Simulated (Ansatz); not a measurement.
**CH5NO2W: how energies converge with the basis set**

Aim: see how fast density functionals converge with the basis set for CH5NO2W.

The runs use Ansatz 0.2.0, Gaussian basis; one geometry, several basis sets.

The runs, in order: PBE0-D4/def2-SVP; ωB97M-V/def2-SVP; PBE0-D4/def2-QZVPP; ωB97M-V/def2-QZVPP; the functionals' def2-TZVPP values are taken from earlier runs.

## (1) The geometry

All runs share one geometry, relaxed beforehand with PBE0-D4 in a triple-zeta def2 set. W takes the def2 core potential; no spin-orbit term is included.

SMILES `[CH3][W]([NH2])(=[O])=[O]`, 10 atoms, charge 0, spin multiplicity 1.

Atoms are counted from 1 here; the program's logs count them from 0.

Bond lengths: C1–W2 2.117 Å, C1–H6 1.093 Å, C1–H7 1.093 Å, C1–H8 1.093 Å, W2–N3 1.938 Å, W2–O4 1.708 Å, W2–O5 1.708 Å, N3–H9 1.010 Å, N3–H10 1.010 Å. Angles: W2–C1–H6 109.8°, W2–C1–H7 110.4°, W2–C1–H8 110.4°, H6–C1–H7 108.6°, H6–C1–H8 108.5°, H7–C1–H8 109.2°, C1–W2–N3 108.1°, C1–W2–O4 105.6°, C1–W2–O5 105.6°, N3–W2–O4 112.2°, N3–W2–O5 112.1°, O4–W2–O5 112.7°, W2–N3–H9 123.5°, W2–N3–H10 123.5°, H9–N3–H10 110.8°.

## (2) PBE0-D4 in def2-SVP

Input file in.yaml:

```yaml
crystal:
  periodic: [false, false, false]
  atoms:
    - {symbol: C, position_ang: [-1.528088, -0.299338, 0.173213]}
    - {symbol: W, position_ang: [0.304991, 0.452328, -0.572753]}
    - {symbol: N, position_ang: [1.732733, -0.210894, 0.557535]}
    - {symbol: O, position_ang: [0.424906, -0.133687, -2.172627]}
    - {symbol: O, position_ang: [0.166223, 2.153297, -0.503357]}
    - {symbol: H, position_ang: [-2.354411, 0.061837, -0.444349]}
    - {symbol: H, position_ang: [-1.528527, -1.392227, 0.150230]}
    - {symbol: H, position_ang: [-1.687883, 0.038960, 1.200337]}
    - {symbol: H, position_ang: [2.159378, 0.333823, 1.293574]}
    - {symbol: H, position_ang: [2.310679, -1.004109, 0.318207]}
basis:
  gaussian: {orbitals: def2-SVP}
hamiltonian: {xc: pbe0, dispersion: d4}
output: {orbitals: {seedname: orbitals}}
```

Started as:

```bash
> ansatz run in.yaml --threads 4 --pin off --events-out ev --progress --plain --max-ram 10444MiB
```

The runs that follow: ωB97M-V in def2-SVP; PBE0-D4 in def2-QZVPP; ωB97M-V in def2-QZVPP.

Q: Predict the results of all the runs planned. Wanted: PBE0-D4: double and triple zeta above quadruple; ωB97M-V: double and triple zeta above quadruple.

The runs gave:

| quantity | value |
| --- | --- |
| PBE0-D4: double and triple zeta above quadruple | 9.16, 0.40 eV |
| ωB97M-V: double and triple zeta above quadruple | 9.45, 0.38 eV |

**Reading.** PBE0-D4 gains 8.76 eV from double to triple zeta, then 0.40 eV more. These are total energies; as a rule much of such shifts cancels in differences, which this series doesn't test.
